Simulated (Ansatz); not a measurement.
**BBrClH: up Jacob's ladder to CCSD(T)**

An exercise on one series of results from a longer session: the logs are not shown, and one member is left open.

Program: Ansatz 0.2.0, Gaussian basis. Level of theory: functionals in def2-TZVPP, the program's frozen cores in correlated methods. These are calculated values, not measurements.

Plan: LDA (SPW92), PBE-D4, revPBE-D4, BLYP-D4, r2SCAN-D4, B97M-V, PBE0-D4, B3LYP-D4, r2SCANh-D4, r2SCAN0-D4, HSE06-D4, BHLYP-D4, CAM-B3LYP-D4, LC-ωPBE, ωB97X-V, ωB97M-V, B2PLYP, PBE-QIDH; CCSD(T)/def2-SVP; CCSD(T)/def2-TZVPP; MP2/def2-QZVPP; extrapolation to the limit; RPA on PBE.

## The geometry

An earlier PBE0-D4 in a triple-zeta def2 set relaxation fixed the geometry.

SMILES `ClBBr`, 4 atoms, charge 0, spin multiplicity 1.

Atoms are counted from 1 here; the program's logs count them from 0.

Bond lengths: Cl1–B2 1.730 Å, B2–Br3 1.896 Å, B2–H4 1.186 Å. Angles: Cl1–B2–Br3 121.0°, Cl1–B2–H4 120.0°, Br3–B2–H4 119.0°.

Set-up of the first run:

The input, in.yaml:

```yaml
crystal:
  periodic: [false, false, false]
  atoms:
    - {symbol: Cl, position_ang: [-1.581079, -0.566028, 0.167516]}
    - {symbol: B, position_ang: [-0.009721, 0.106317, -0.098023]}
    - {symbol: Br, position_ang: [1.529347, -0.664773, 0.696093]}
    - {symbol: H, position_ang: [0.116853, 1.064283, -0.785887]}
basis:
  gaussian: {orbitals: def2-TZVPP}
hamiltonian: {xc: lda}
output: {orbitals: {seedname: orbitals}}
```

Steps of the session up to this table: LDA; PBE-D4 (GGA); revPBE-D4 (GGA); BLYP-D4 (GGA); r2SCAN-D4 (meta-GGA); B97M-V (meta-GGA); PBE0-D4 (hybrid); B3LYP-D4 (hybrid); r2SCANh-D4 (hybrid); r2SCAN0-D4 (hybrid); HSE06-D4 (hybrid); BHLYP-D4 (hybrid); CAM-B3LYP-D4 (range-separated); LC-ωPBE-D4 (range-separated; the results give it without D4); ωB97X-V (range-separated); ωB97M-V (range-separated); B2PLYP (double hybrid); PBE-QIDH (double hybrid).

One of the session's tables, all rows but one given; the rest of the session is left out.

It belongs to the step «Frontier levels by functional». 

| functional | HOMO (eV) | LUMO (eV) | gap (eV) |
| --- | --- | --- | --- |
| LDA (SPW92) | -7.50 | -3.08 | 4.42 |
| PBE-D4 | -7.35 | -2.82 | 4.53 |
| revPBE-D4 | -7.30 | -2.71 | 4.58 |
| BLYP-D4 | -7.17 | -2.63 | 4.54 |
| r2SCAN-D4 | -7.67 | -2.54 | 5.14 |
| B97M-V | -7.75 | -2.48 | 5.27 |
| PBE0-D4 | -8.65 | -1.89 | 6.76 |
| B3LYP-D4 | -8.38 | -2.06 | 6.31 |
| r2SCANh-D4 | ? | ? | ? |
| r2SCAN0-D4 | -8.86 | -1.72 | 7.14 |
| HSE06-D4 | -8.25 | -2.28 | 5.97 |
| BHLYP-D4 | -9.78 | -0.81 | 8.98 |
| CAM-B3LYP-D4 | -9.98 | -0.74 | 9.24 |
| LC-ωPBE | -11.39 | 0.37 | 11.77 |
| ωB97X-V | -11.02 | 0.33 | 11.35 |
| ωB97M-V | -10.87 | 0.17 | 11.04 |

Estimate the missing values for r2SCANh-D4.

Worked estimate for «HOMO (eV)». Against the share of exact exchange, r2SCAN-D4 (0, -7.67), r2SCAN0-D4 (0.25, -8.86) give a slope of -4.76 per unit share; at 0.1 the line stands at -8.15.

As computed: HOMO (eV): -8.15; LUMO (eV): -2.21; gap (eV): 5.94. In «HOMO (eV)» the line misses by 0.00.
